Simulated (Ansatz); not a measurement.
**NiO (Fm-3m): equation of state**

One table from this session's results is given with a row withheld; the runs are named, their logs left out.

Computed with Ansatz 0.2.0 (DFT PBE, scalar-relativistic, plane waves, PAW, unless a step's input says otherwise).

Spin polarisation is switched off on purpose; where the compound carries moments, volume, stiffness and gap are then not the real material's.

**The system as given**

Symmetry: Fm-3m, No. 225, cubic system. Conventional cell: a = 4.159 Å, b = 4.159 Å, c = 4.159 Å, α = 90.00°, β = 90.00°, γ = 90.00°. Ni (site symmetry m-3m) has 6 O at 2.08 Å as nearest neighbours. O (site symmetry m-3m) is surrounded by 6 Ni at 2.08 Å.

Coordinates:

```cif
data_structure
_symmetry_space_group_name_H-M 'P 1'
_symmetry_Int_Tables_number 1
_cell_length_a 2.9410
_cell_length_b 2.9410
_cell_length_c 2.9410
_cell_angle_alpha 60.000
_cell_angle_beta 60.000
_cell_angle_gamma 60.000
_cell_volume 17.99
loop_
_atom_site_label
_atom_site_type_symbol
_atom_site_fract_x
_atom_site_fract_y
_atom_site_fract_z
_atom_site_occupancy
Ni1 Ni 0.00000 0.00000 0.00000 1
O1 O 0.50000 0.50000 0.50000 1
```

This cell comes from an earlier session at PBE: 8.994 Å³/atom at 0.00 GPa, on a 14×14×14 mesh.

Volume factors to run: 0.980, 1.020, 0.960, 1.040.

Set-up of the first run:

Input file input.yaml:

```yaml
crystal:
  lattice:
    - [0.0, 2.0656724582, 2.0656724582]
    - [2.0656724582, 0.0, 2.0656724582]
    - [2.0656724582, 2.0656724582, 0.0]
  atoms:
    - { symbol: Ni, position: [0.0, 0.0, 0.0] }
    - { symbol: O, position: [0.5, 0.5, 0.5] }
basis:
  ecutwfc: 420
  ecutrho_ratio: 4
kpoints:
  mp_grid: { grid: [14, 14, 14] }
hamiltonian:
  xc: pbe
scf:
  occupations: { method: gaussian, width: 0.05 }
output:
  forces: true
  stress: true
  eigenvalues: true
```

Launch:

```console
$ ansatz run input.yaml --threads 1 --pin off --max-ram 2560MiB --backend cpu --events-out ev --progress --plain --runs-dir out
```

Among the steps run: Scaling the volume by 0.980; Volume × 1.020; At 0.960 of the relaxed volume; Volume × 1.040.

One of the session's tables, all rows but one given; the rest of the session is left out.

| volume (Å³/atom) | energy (meV/atom) | pressure (GPa) |
| --- | --- | --- |
| 8.634 | 9.95 | 9.21 |
| 8.814 | 2.39 | 4.35 |
| 8.994 | 0.00 | 0.00 |
| 9.174 | ? | ? |
| 9.354 | 8.58 | -7.37 |

Estimate the missing values for volume (Å³/atom) = 9.174.

Worked estimate for «energy (meV/atom)». A straight line through the neighbours (8.994, 0.00) and (9.354, 8.58) gives 0.00 + (8.58 − 0.00) × (9.174 − 8.994) / (9.354 − 8.994) = 4.29; a parabola fitted to 3 rows on both sides gives 2.06.

**Answer.** energy (meV/atom): 2.24; pressure (GPa): -3.89. In «energy (meV/atom)» the line misses by +2.05 and the parabola by -0.18.

volume (Å³/atom), energy (meV/atom) and a bar:
```
     8.63       10.0 ##############################
     8.81        2.4 #######
     8.99        0.0 
     9.17        2.2 #######
     9.35        8.6 ##########################
```
